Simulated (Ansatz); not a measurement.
# Si2IrPd2: the cost of one run

Program: Ansatz 0.2.0. Level of theory: DFT PBE, scalar-relativistic, plane waves, PAW. These are calculated values, not measurements.

### 1 The system as given

The structure is tetragonal, space group P4/mmm (No. 123). The conventional cell has a = 4.409 Å, b = 4.409 Å, c = 4.681 Å, α = 90.00°, β = 90.00°, γ = 90.00°. Si (site symmetry mmm) has 4 Pd at 2.49 Å and 4 Ir at 3.22 Å in its first shell of neighbours. Pd (site symmetry 4mm) has 2 Pd at 2.30 to 2.38 Å and 4 Si at 2.49 Å in its first shell of neighbours. Around Ir (site symmetry 4/mmm) lie 8 Si at 3.22 Å and 8 Pd at 3.34 Å.

Structure file:

```
Si Pd Ir
1.0
     4.40916    0.00000    0.00000
     0.00000    4.40916    0.00000
     0.00000    0.00000    4.68085
Si Pd Ir
2 2 1
Direct
  0.00000 0.50000 0.50000
  0.50000 0.00000 0.50000
  0.00000 0.00000 0.74586
  0.00000 0.00000 0.25414
  0.50000 0.50000 0.00000
```

A structure generator made this guess: random cell by space group and Wyckoff sites (P4/mmm, No. 123). Lengths come from tabulated atomic sizes and are only a guess.

### 2 The guess as it stands, on a coarse mesh

Contents of input.yaml:

```yaml
crystal:
  lattice:
    - [4.4091612, 0.0, 0.0]
    - [0.0, 4.4091612, 0.0]
    - [0.0, 0.0, 4.6808535]
  atoms:
    - { symbol: Si, position: [0.0, 0.5, 0.5] }
    - { symbol: Si, position: [0.5, 0.0, 0.5] }
    - { symbol: Pd, position: [0.0, 0.0, 0.74586142] }
    - { symbol: Pd, position: [0.0, 0.0, 0.25413858] }
    - { symbol: Ir, position: [0.5, 0.5, 0.0] }
basis:
  ecutwfc: 420
kpoints:
  mp_grid: { grid: [4, 4, 4] }
hamiltonian:
  xc: pbe
scf:
  occupations: { method: gaussian, width: 0.1 }
  lower_state_search: "off"
output:
  forces: true
  stress: true
  eigenvalues: true
```

Launch:

```bash
$ ansatz run input.yaml --threads 1 --pin off --max-ram 2560MiB --backend cpu --events-out ev --progress --plain --runs-dir out
```

Q: Estimate wall time and peak memory on 1 thread of Intel Xeon at 2.70GHz, shared host.

About 3.9 s, with a peak of 0.39 GiB.
